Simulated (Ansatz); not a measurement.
# AlCl2H3O: the cost of one run

Program: Ansatz 0.2.0, Gaussian basis. Level of theory: PBE0-D4/def2-SVP. These are calculated values, not measurements.

1 further run of the same task is left out (it didn't finish).

### Step 1. Where the work starts

The start, a first-order saddle point found at PBE0-D4 in triple zeta: 7 atoms, charge 0, spin multiplicity 1.

Atoms are counted from 1 here; the program's logs count them from 0.

Bond lengths: Al1–O2 1.823 Å, Al1–Cl3 2.091 Å, Al1–Cl4 2.081 Å, Al1–H5 1.777 Å, Al1–H6 1.743 Å, O2–H5 1.236 Å, O2–H7 0.963 Å. Angles: O2–Al1–Cl3 112.5°, O2–Al1–Cl4 116.0°, O2–Al1–H5 40.1°, O2–Al1–H6 75.3°, Cl3–Al1–Cl4 120.5°, Cl3–Al1–H5 116.1°, Cl3–Al1–H6 111.5°, Cl4–Al1–H5 123.0°, Cl4–Al1–H6 112.3°, H5–Al1–H6 35.3°, Al1–O2–H5 68.0°, Al1–O2–H7 121.9°, H5–O2–H7 116.3°, Al1–H5–O2 71.9°.

Geometry (Å):

```
Al   -0.5527   -0.3229   -0.1090
O     0.7492    0.9370   -0.3088
Cl    0.0237   -2.1933   -0.8450
Cl   -2.5105    0.3444   -0.3383
H     0.6592    0.5444    0.8595
H     0.0541   -0.0550    1.5025
H     1.5771    0.7453   -0.7608
```

### Step 2. Dynamics

Contents of md/in.yaml:

```yaml
crystal:
  periodic: [false, false, false]
  atoms:
    - {symbol: Al, position_ang: [-0.552732, -0.322850, -0.109040]}
    - {symbol: O, position_ang: [0.749157, 0.937029, -0.308799]}
    - {symbol: Cl, position_ang: [0.023720, -2.193292, -0.844985]}
    - {symbol: Cl, position_ang: [-2.510492, 0.344411, -0.338261]}
    - {symbol: H, position_ang: [0.659162, 0.544417, 0.859497]}
    - {symbol: H, position_ang: [0.054050, -0.055035, 1.502503]}
    - {symbol: H, position_ang: [1.577136, 0.745319, -0.760814]}
basis:
  gaussian: {orbitals: def2-SVP}
hamiltonian: {xc: pbe0, dispersion: d4}
md: {n_steps: 80, timestep: 1.0, temperature: 1000, ensemble: nvt_nose_hoover, seed: 4, initial_velocities: maxwell_boltzmann}
```

Started as:

```bash
> ansatz run in.yaml --threads 3 --pin off --events-out ev --progress --plain --max-ram 6092MiB
```

**Question.** How long does this run take on 3 threads of Intel Xeon at 2.30GHz, shared host?

About 95 s.
